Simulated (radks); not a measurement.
# Fractional charge and spin in the 6s shell of cerium

An exercise on one series of results from a longer session: the logs are not shown, and one member is left open.

Program: radks (a radial shooting solver on a logarithmic mesh, Libxc functionals) version 1. Level of theory: scalar-relativistic Kohn-Sham, PBE, spin-polarised, spherical densities, point nucleus. These are calculated values, not measurements, unless marked.

## Starting point

```
element       : cerium (Z = 58)
configuration : [Xe] 4f(up 0.5, down 0.5) 5d(up 0.5, down 0.5) 6s(up 1, down 1)
```

A shell typed twice in an input gives spin up, then spin down.

The first run:

Input:

```text
Z 58
configuration [Xe] 4f0.5 4f0.5 5d0.5 5d0.5 6s1 6s1
relativity scalar-relativistic
functional pbe,pbe
spin polarised
nucleus point
c 137.035999084
```

Steps of the session up to this table: 6s: up 1, down 1.

One of the session's tables, all rows but one given; the rest of the session is left out.

It belongs to the step «6s: up 1, down 1». Sizes of the orbitals, from the radial functions (bohr):

```
level     <r>  outermost maximum (interpolated)  90 % within  nodes
   4s  0.6373                             0.593        0.915      3
   4p  0.6748                             0.619        0.981      2
   4d  0.7442                             0.652         1.12      1
   5s   1.517                              1.37         2.18      4
   5p   1.760                              1.55         2.57      3
   4f       ?                                 ?            ?      ?
   6s   4.348                              3.74         6.38      5
   5d   2.952                              2.16         4.74      2
```

Q: Estimate the row for 4f from the others.

The run gave: <r>: 1.105; outermost maximum (interpolated): 0.708; 90 % within: 1.91; nodes: 0. In the column «<r>» it lies between 4d (0.7442) and 5s (1.517).
